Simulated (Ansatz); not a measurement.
# Ge₂H₃ (doublet): the correlation ladder at distance Ge1–Ge2 = 4.697 Å, cc-pVTZ

Aim: climb from Hartree-Fock through coupled cluster and multireference methods for Ge₂H₃ (doublet) at one geometry and basis, and see what each rung misses.

The runs use Ansatz 0.2.0, Gaussian basis; cc-pVTZ, core rule «outside noble gas», up to 28 orbitals frozen.

Plan: UHF; CCSD(T) on ROHF; CCSD(T) on UHF; BCCD(T) on ROHF; CCSDT(Q) on ROHF; CCSDT(Q) on UHF; CASSCF and NEVPT2, 3 electrons in 3 orbitals.

3 further runs of the same task are left out: 1 for a known fault of the program, 2 that didn't finish. Runs told in other sessions of the task aren't counted.

## Step 1: What is computed

The geometry derives from a PBE0/def2-TZVP stationary point (not a proven minimum). One bond is set to the value named and the two fragments are kept rigid. No spin-orbit coupling is included. The filled d shell of Ge may be among the frozen orbitals whatever the setting's name suggests.

5 atoms, charge 0, spin multiplicity 2.

Atoms are counted from 1 here; the program's logs count them from 0.

Bond lengths: Ge1–H3 1.550 Å, Ge1–H4 1.544 Å, Ge1–H5 1.544 Å. Angles: H3–Ge1–H4 106.7°, H3–Ge1–H5 106.7°, H4–Ge1–H5 107.3°.

## Step 2: UHF

The input, in.yaml:

```yaml
crystal:
  periodic: [false, false, false]
  atoms:
    - {symbol: Ge, position_ang: [-0.050006, 0.000000, 0.596610]}
    - {symbol: Ge, position_ang: [-0.048859, 0.000000, -4.100390]}
    - {symbol: H, position_ang: [1.452216, -0.000013, 0.977268]}
    - {symbol: H, position_ang: [-0.676664, 1.243482, 1.263255]}
    - {symbol: H, position_ang: [-0.676687, -1.243470, 1.263256]}
basis:
  gaussian: {orbitals: cc-pVTZ}
magnetization: {spin_polarized: true, initial_magnetization: 1}
hamiltonian: {xc: hf}
output: {orbitals: {seedname: orbitals}}
```

Command:

```sh
ansatz run in.yaml --threads 1 --pin off --events-out ev --progress --plain --max-ram 2816MiB --backend cpu
```

After this run come: CCSD(T) on ROHF; CCSD(T) on UHF; BCCD(T) on ROHF; CCSDT(Q) on ROHF; CCSDT(Q) on UHF; CASSCF and NEVPT2, 3 electrons in 3 orbitals.

Before running them: what should the planned runs give, taken together? Wanted: UCCSDT(Q) from the RHF energy; RMP2 from UCCSDT(Q); UMP2 from UCCSDT(Q); RCCSD from UCCSDT(Q); RCCSD(T) from UCCSDT(Q); UCCSD(T) from UCCSDT(Q); RCCSDT(Q) from UCCSDT(Q); NEVPT2 pair from UCCSDT(Q); T1 diagnostic.

As calculated:

```
                         quantity                                value
    UCCSDT(Q) from the ROHF energy                           -7.4113 eV
              RMP2 from UCCSDT(Q)                        +212.3 kJ/mol
              UMP2 from UCCSDT(Q)                        +123.7 kJ/mol
             RCCSD from UCCSDT(Q)                         +28.1 kJ/mol
          RCCSD(T) from UCCSDT(Q)                          +1.8 kJ/mol
          UCCSD(T) from UCCSDT(Q)                          +4.9 kJ/mol
         RCCSDT(Q) from UCCSDT(Q)                          -1.4 kJ/mol
       NEVPT2 pair from UCCSDT(Q)                        +119.2 kJ/mol
levels within 1 kcal/mol (43 meV)  RCCSD(T), RCCSDT, UCCSDT, RCCSDT(Q)
                    T1 diagnostic                                0.228
```

RCCSD(T) misses by +1.8 kJ/mol, 0.3 % of the correlation energy. CCSD(T) misses by +1.8 kJ/mol on the restricted determinant and by +4.9 kJ/mol on the unrestricted one; the two need not hold the same state or core. Coupled cluster took another determinant than the lowest Hartree-Fock one. These misses are within one basis, not against nature; the frozen cores of restricted and unrestricted runs differ, which can shift their rows.
